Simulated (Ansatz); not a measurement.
# Si2H6SO (SMILES O[SiH2]S[SiH3]) at 5 levels

Wanted: a comparison of 5 runs (HF/3-21G, B2PLYP/STO-3G, B3LYP/6-31G*, PBE0/6-31+G*, PBE0/def2-SVP) of Si2H6SO. 

Program for the calculation: Ansatz 0.2.0.

2 further runs of the same task are left out: 2 for a known fault of the program.

### Step 1. Starting point

Si2H6SO has 10 atoms, charge 0, and is taken as a singlet. As SMILES, `O[SiH2]S[SiH3]`. The shape is that of a PBE0-D4/def2-TZVP optimisation. This is one conformer, not always the lowest.

Bond lengths: O1–Si2 1.639 Å, Si2–S3 2.138 Å, S3–Si4 2.136 Å, O1–H5 0.959 Å, Si2–H6 1.488 Å, Si2–H7 1.476 Å, Si4–H8 1.488 Å, Si4–H9 1.484 Å, Si4–H10 1.483 Å. Some angles: O1–Si2–S3 113.1°, Si2–S3–Si4 96.9°, O1–Si2–H6 111.3°, O1–Si2–H7 105.5°, S3–Si2–H6 107.1°, S3–Si2–H7 108.1°, Si2–O1–H5 118.0°, S3–Si4–H8 110.6°, S3–Si4–H9 111.6°, S3–Si4–H10 106.6°.

### Step 2. Energy and forces at HF/3-21G (run 1)

run.yaml

```yaml
crystal:
  periodic: [false, false, false]
  atoms:
    - {symbol: O, position_ang: [-0.787700, 1.827400, -1.310100]}
    - {symbol: Si, position_ang: [0.445400, 0.756200, -1.169600]}
    - {symbol: S, position_ang: [-0.218600, -1.256500, -0.892000]}
    - {symbol: Si, position_ang: [-0.107300, -1.272600, 1.241500]}
    - {symbol: H, position_ang: [-1.452700, 1.841800, -0.619900]}
    - {symbol: H, position_ang: [1.321800, 1.091100, -0.014900]}
    - {symbol: H, position_ang: [1.177300, 0.825700, -2.450000]}
    - {symbol: H, position_ang: [-0.775700, -0.070900, 1.809400]}
    - {symbol: H, position_ang: [1.298800, -1.301200, 1.713800]}
    - {symbol: H, position_ang: [-0.818200, -2.492300, 1.694800]}
basis:
  gaussian:
    orbitals: 3-21G.json
total_charge: 0
hamiltonian:
  xc: hf
accuracy: high
output: {forces: true, orbitals: {seedname: orbitals}}
```

The basis set 3-21G is read from a file made from the Basis Set Exchange's data (not shown).

The run is started by

```sh
$ ansatz run run.yaml --threads 1 --pin off --max-ram 2610MiB --events-out events.jsonl --progress --plain --runs-dir runs
```

What it wrote, shortened:

```text
Warning: RAYON_NUM_THREADS=1 ignored (pool sized by the plan → 1); use --threads N
Functional definition: HF
  name "HF"
[...]
1391 factors; integrals over basis functions are off by at most 8.3e-9 eV
[...]
mean field -28526.73847821 eV, -1048.3383029563 hartree, gradient 2.9e-8 eV, S^2 0.000000; 0 other end points of the search recorded, 0 dependent functions left out
[...]
reference -28526.73847821 eV, -1048.3383029563 hartree; 29, 29 occupied and 31, 31 virtual orbitals, 1391 factors
Total energy: -28526.73847821 eV, -1048.3383029563 hartree
Atom 0 at    -0.787700     1.827400    -1.310100 Å, force    -0.823343     0.565473     0.294980 eV/Å
Atom 1 at     0.445400     0.756200    -1.169600 Å, force     2.017164     0.870066    -1.343870 eV/Å
Atom 2 at    -0.218600    -1.256500    -0.892000 Å, force    -0.357685    -1.019339    -1.067563 eV/Å
Atom 3 at    -0.107300    -1.272600     1.241500 Å, force    -0.191768    -0.961096     2.081758 eV/Å
Atom 4 at    -1.452700     1.841800    -0.619900 Å, force    -0.595163     0.467880    -0.041714 eV/Å
Atom 5 at     1.321800     1.091100    -0.014900 Å, force    -0.078437    -0.079438    -0.049872 eV/Å
Atom 6 at     1.177300     0.825700    -2.450000 Å, force    -0.026182    -0.056354     0.195814 eV/Å
Atom 7 at    -0.775700    -0.070900     1.809400 Å, force     0.033510     0.031141    -0.072287 eV/Å
Atom 8 at     1.298800    -1.301200     1.713800 Å, force    -0.029228     0.082616    -0.059657 eV/Å
Atom 9 at    -0.818200    -2.492300     1.694800 Å, force     0.051131     0.099048     0.062410 eV/Å
Dipole moment:     0.054657     0.210342     0.643159 e Å
```

Run time: 5.4 s. Hardware: 1 thread of Intel Xeon at 2.50GHz (Skylake/Cascade Lake), shared host; peak memory 0.16 GiB.

### Step 3. Energy and forces at B2PLYP/STO-3G (run 2)

in.yaml

```yaml
crystal:
  periodic: [false, false, false]
  atoms:
    - {symbol: O, position_ang: [-0.787700, 1.827400, -1.310100]}
    - {symbol: Si, position_ang: [0.445400, 0.756200, -1.169600]}
    - {symbol: S, position_ang: [-0.218600, -1.256500, -0.892000]}
    - {symbol: Si, position_ang: [-0.107300, -1.272600, 1.241500]}
    - {symbol: H, position_ang: [-1.452700, 1.841800, -0.619900]}
    - {symbol: H, position_ang: [1.321800, 1.091100, -0.014900]}
    - {symbol: H, position_ang: [1.177300, 0.825700, -2.450000]}
    - {symbol: H, position_ang: [-0.775700, -0.070900, 1.809400]}
    - {symbol: H, position_ang: [1.298800, -1.301200, 1.713800]}
    - {symbol: H, position_ang: [-0.818200, -2.492300, 1.694800]}
basis:
  gaussian:
    orbitals: STO-3G
hamiltonian:
  xc: {name: B2PLYP}
correlation:
  frozen_orbitals: {H: 0, O: 1, S: 5, Si: 5}
accuracy: high
output: {forces: true, orbitals: {seedname: orbitals}}
```

The run is started by

```sh
$ ansatz run in.yaml --threads 1 --pin off --max-ram 2610MiB --events-out events.jsonl --progress --plain --runs-dir runs
```

What it wrote:

```text
Warning: RAYON_NUM_THREADS=1 ignored (pool sized by the plan → 1); use --threads N
[... 13 lines left out ...]
16 core orbitals not correlated: weight in the atoms' cores, before any rotation towards them, 1.000 or more for the frozen orbitals, at most 0.000 for the correlated occupied ones
[... 3 lines left out ...]
Total energy: -28389.59330562 eV, -1043.2983108239 hartree
[... 10 lines left out ...]
Dipole moment:    -0.006689     0.072110     0.304470 e Å
```

It took 23 s on 1 thread of Intel Xeon at 2.50GHz (Skylake/Cascade Lake), shared host; peak memory 0.17 GiB.

### Step 4. Energy and forces at B3LYP/6-31G(d) (spherical functions) (run 3)

input.yaml

```yaml
crystal:
  periodic: [false, false, false]
  atoms:
    - {symbol: O, position_ang: [-0.787700, 1.827400, -1.310100]}
    - {symbol: Si, position_ang: [0.445400, 0.756200, -1.169600]}
    - {symbol: S, position_ang: [-0.218600, -1.256500, -0.892000]}
    - {symbol: Si, position_ang: [-0.107300, -1.272600, 1.241500]}
    - {symbol: H, position_ang: [-1.452700, 1.841800, -0.619900]}
    - {symbol: H, position_ang: [1.321800, 1.091100, -0.014900]}
    - {symbol: H, position_ang: [1.177300, 0.825700, -2.450000]}
    - {symbol: H, position_ang: [-0.775700, -0.070900, 1.809400]}
    - {symbol: H, position_ang: [1.298800, -1.301200, 1.713800]}
    - {symbol: H, position_ang: [-0.818200, -2.492300, 1.694800]}
basis:
  gaussian: {orbitals: 6-31G_st_-spherical.json}
hamiltonian: {xc: {name: B3LYP}}
accuracy: high
output: {forces: true, orbitals: {seedname: orbitals}}
```

The basis set 6-31G* is read from a file made from the Basis Set Exchange's data (not shown).

The run is started by

```sh
$ ansatz run input.yaml --threads 1 --pin off --max-ram 2610MiB --events-out events.jsonl --progress --plain --runs-dir runs
```

What it wrote, shortened:

```text
Warning: RAYON_NUM_THREADS=1 ignored (pool sized by the plan → 1); use --threads N
Functional definition: B3LYP
  name "B3LYP"
[...]
1805 factors; integrals over basis functions are off by at most 4.6e-9 eV
[...]
mean field -28737.40838997 eV, -1056.0802794164 hartree, gradient 4.7e-8 eV, S^2 0.000000; 0 other end points of the search recorded, 0 dependent functions left out
[...]
reference -28737.40843433 eV, -1056.0802810465 hartree; 29, 29 occupied and 51, 51 virtual orbitals, 1805 factors
Total energy: -28737.40843433 eV, -1056.0802810465 hartree
Atom 0 at    -0.787700     1.827400    -1.310100 Å, force    -0.166008     0.446299    -0.397098 eV/Å
Atom 1 at     0.445400     0.756200    -1.169600 Å, force     0.530198    -0.059633    -0.106195 eV/Å
Atom 2 at    -0.218600    -1.256500    -0.892000 Å, force    -0.070501    -0.271668    -0.232884 eV/Å
Atom 3 at    -0.107300    -1.272600     1.241500 Å, force    -0.031548    -0.180477     0.309146 eV/Å
Atom 4 at    -1.452700     1.841800    -0.619900 Å, force    -0.331521     0.037187     0.310271 eV/Å
Atom 5 at     1.321800     1.091100    -0.014900 Å, force     0.046894    -0.003806    -0.001778 eV/Å
Atom 6 at     1.177300     0.825700    -2.450000 Å, force     0.009436     0.008336    -0.000987 eV/Å
Atom 7 at    -0.775700    -0.070900     1.809400 Å, force    -0.001548     0.013703     0.035507 eV/Å
Atom 8 at     1.298800    -1.301200     1.713800 Å, force     0.014348     0.010838     0.043594 eV/Å
Atom 9 at    -0.818200    -2.492300     1.694800 Å, force     0.000249    -0.000779     0.040425 eV/Å
Dipole moment:    -0.043723     0.125082     0.412935 e Å
```

Run time: 26 s. Hardware: 1 thread of Intel Xeon at 2.50GHz (Skylake/Cascade Lake), shared host; peak memory 0.29 GiB.

Run 4 isn't shown in full; the table further down has it.

### Step 5. Energy and forces at PBE0/def2-SVP (run 5)

run.yaml, as its differences from that of step 2:

```diff
@@ -15,6 +15,5 @@
   gaussian:
-    orbitals: 3-21G.json
-total_charge: 0
+    orbitals: def2-SVP
 hamiltonian:
-  xc: hf
+  xc: pbe0
 accuracy: high
```

The run is started by

```sh
$ ansatz run run.yaml --threads 1 --pin off --max-ram 2610MiB --events-out events.jsonl --progress --plain --runs-dir runs
```

What it wrote:

```text
Warning: RAYON_NUM_THREADS=1 ignored (pool sized by the plan → 1); use --threads N
[... 16 lines left out ...]
Total energy: -28714.93703498 eV, -1055.2544723521 hartree
[... 10 lines left out ...]
Dipole moment:    -0.058132     0.098851     0.366804 e Å
```

Wall time 23 s (1 thread of Intel Xeon at 2.50GHz (Skylake/Cascade Lake), shared host); peak memory 0.37 GiB.

### Step 6. Overview of the runs

| run | level | frozen core orbitals | energy (Eh) | dipole moment (D) | HOMO energy (eV) | LUMO energy (eV) | wall time |
| --- | --- | --- | --- | --- | --- | --- | --- |
| 1 | HF/3-21G | – | -1048.338303 | 3.26 | -10.60 | 2.99 | 5.4 s |
| 2 | B2PLYP/STO-3G | 16 | -1043.298311 | 1.50 | -4.83 | 7.67 | 23 s |
| 3 | B3LYP/6-31G* (spherical functions) | – | -1056.080281 | 2.08 | -7.28 | -0.17 | 26 s |
| 4 | PBE0/6-31+G* (spherical functions) | – | -1055.564019 | 2.07 | -7.69 | -0.45 | 37 s |
| 5 | PBE0/def2-SVP | – | -1055.254472 | 1.85 | -7.61 | 0.19 | 23 s |

### Step 7. What came out

| quantity | value |
| --- | --- |
| run 5: total energy | -1055.25447 Eh |
| run 5: dipole moment | 1.85 D |
| run 5: HOMO energy | -7.61 eV |
| run 5: LUMO energy | 0.19 eV |
| run 5: HOMO–LUMO gap | 7.80 eV |
| run 5: largest force on an atom | 0.561 eV/Å |

In words: The dipole moment (its size) runs from 1.50 D (B2PLYP/STO-3G) to 3.26 D (HF/3-21G). The two ends differ in method and basis. A double hybrid's value is that of its SCF part. The HOMO–LUMO gap runs from 7.11 eV (B3LYP/6-31G*) to 13.60 eV (HF/3-21G). Totals of different functionals can't be ranked against each other. In run 2 the basis is minimal, so the values are rough. All runs together took 1.9 min, the longest 37 s.
